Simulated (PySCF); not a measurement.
# FGe2H6N: the cost of one run

The runs use PySCF 2.14.0, with density-fitted response routines of our own; the level of theory stands in each step. All values are computed, except where a source is named. Atoms count from 0, in the outputs and in this text.

**1. The starting structure**

10 atoms, charge 0, multiplicity 1; geometry from: GFN2-xTB. The atoms were then displaced at random by about 0.01 Å, so the start is not that level's minimum.

Bonds of the start (Å): F0–Ge1 1.77, Ge1–N2 1.81, N2–Ge3 1.77, Ge1–H4 1.50, Ge1–H5 1.48, N2–H6 1.01, Ge3–H7 1.49, Ge3–H8 1.53, Ge3–H9 1.51.

**2. Optimising the geometry at PBE0-D3(BJ)/def2-SVP**

Job settings and geometry (Å):

```
{"job": {"xc": "PBE0", "basis": "def2-SVP", "d3": "d3bj", "grid": 1, "shake": 0.01, "kind": "geom"}, "charge": 0, "multiplicity": 1}
F      2.061600    -0.613610     1.474340
Ge     1.573490    -0.195650    -0.179700
N     -0.004350     0.695340    -0.182850
Ge    -1.601910    -0.045760     0.028910
H      2.695880     0.692610    -0.632760
H      1.423690    -1.525670    -0.819170
H      0.085900     1.667020     0.095880
H     -1.626950    -1.264230    -0.831200
H     -1.946290    -0.408540     1.473760
H     -2.610610     0.977560    -0.448270
```

Started as:

```bash
$ OMP_NUM_THREADS=1 python probes_run.py task.json out
```

One launch serves the whole session: the jobs run in the order shown.

**Question.** How long does this first job take on 1 thread of Intel Xeon at 2.60GHz, shared host, and how much memory does it need?

About 87 s, with a peak of 0.52 GiB.
